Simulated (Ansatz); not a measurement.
CsLiCr2Te2S3:

```xyz
9
Lattice="3.4216 -5.1807 0.0078 3.4216 5.1807 0.0078 -2.9041 0.0000 7.4309" Properties=species:S:1:pos:R:3 pbc="T T T"
Cs    0.6167    0.0000    0.0649
Li    2.4219    0.0000    4.1212
Cr    0.1728    2.1297    4.1498
Cr    0.1728   -2.1297    4.1498
Te    4.0786    1.5993    2.1688
Te    4.0786   -1.5993    2.1688
S     2.0049   -2.1476    5.4598
S     2.0049    2.1476    5.4598
S     0.0600    0.0000    3.5978
```

The cell was built by a generator and needn't be a form met in nature.

Base run:

| Quantity | Value |
| --- | --- |
| Program | Ansatz 0.2.0 |
| Functional | PBE |
| Potentials or basis | Ansatz PAW |
| Cutoff | 420 eV |
| Density cutoff | 1680 eV |
| k mesh | 5 × 5 × 4 |
| Occupations | fermi-dirac, width 0.05 eV |
| Spin | collinear spin, ferromagnetic start |
| Starting moments | [0.0, 0.0, 3.0, 3.0, 0.0, 0.0, 0.0, 0.0, 0.0] μB |
| Hubbard terms | Cr d U = 4 eV |

Its results: band gap on the k mesh none (metal or under the smearing width); pressure 3.6 GPa; net moment 5.59 μB per cell; site moments Cs -0.00; Li -0.00; Cr +2.92; Te -0.13; S -0.22 μB; largest force 1.940 eV/Å.

Task: After a change of settings the same cell gave: band gap on the k mesh none (metal or under the smearing width); pressure 1.8 GPa; net moment 4.72 μB per cell; site moments Cs -0.00; Li -0.00; Cr +2.54; Te -0.17; S -0.14 μB; largest force 0.825 eV/Å. Which change was it?
A. functional from PBE to RPBE; hubbard terms from Cr d U = 4 eV to none; hubbard projectors from ortho-atomic (the default) to none
B. hubbard terms from Cr d U = 4 eV to Cr d U = 2 eV
C. hubbard terms from Cr d U = 4 eV to Cr d U = 8 eV
D. functional from PBE to r2SCAN; cutoff from 420 eV to 500 eV; density cutoff from 1680 eV to 2000 eV; hubbard terms from Cr d U = 4 eV to none; hubbard projectors from ortho-atomic (the default) to none

Result: B.

Caveats: the magnetic or orbital state may not be the lowest; only a ferromagnetic start was run, and an antiferromagnetic order may lie lower in energy; forces of over 1 eV/Å show positions far from the minimum, so gaps and moduli don't describe the material at rest (some runs).

Not every run made on this cell is shown here.
